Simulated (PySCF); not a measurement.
The system is BCNH2, in a box.

```
CELL_PARAMETERS angstrom
11.00000 0.00000 0.00000
0.00000 13.00000 0.00000
0.00000 0.00000 12.00000
ATOMIC_POSITIONS crystal
B 0.47934 0.53578 0.48498
C 0.53133 0.44824 0.55437
N 0.57076 0.38186 0.60699
H 0.43160 0.51625 0.39868
H 0.48782 0.62137 0.51892
```

Program: PySCF 2.14.0. Alike in all runs: task atomic charges; potentials or basis pob-tzvp-rev2 (all-electron); no spin polarisation; cell as given; k mesh 1 × 1 × 1; smearing fixed.

Task: Order these runs on this cell by their band gap on the k mesh, lowest first.
A. level wB97X; exxdiv ewald
B. level TM
C. level PW91+D4; three-body dispersion term yes

Result: C (4.30 eV), B (4.52 eV), A (11.72 eV).

Caveats: this is a molecule in a periodic box at the Γ point, so its band gap is the HOMO-LUMO gap; the basis of atomic orbitals isn't converged, which shifts pressures, moduli and gaps; this basis is made for solids and lacks diffuse functions, so gaps of a molecule come out too wide by an eV or more.

A k mesh can miss the band edges.

Not every run made on this cell is shown here.
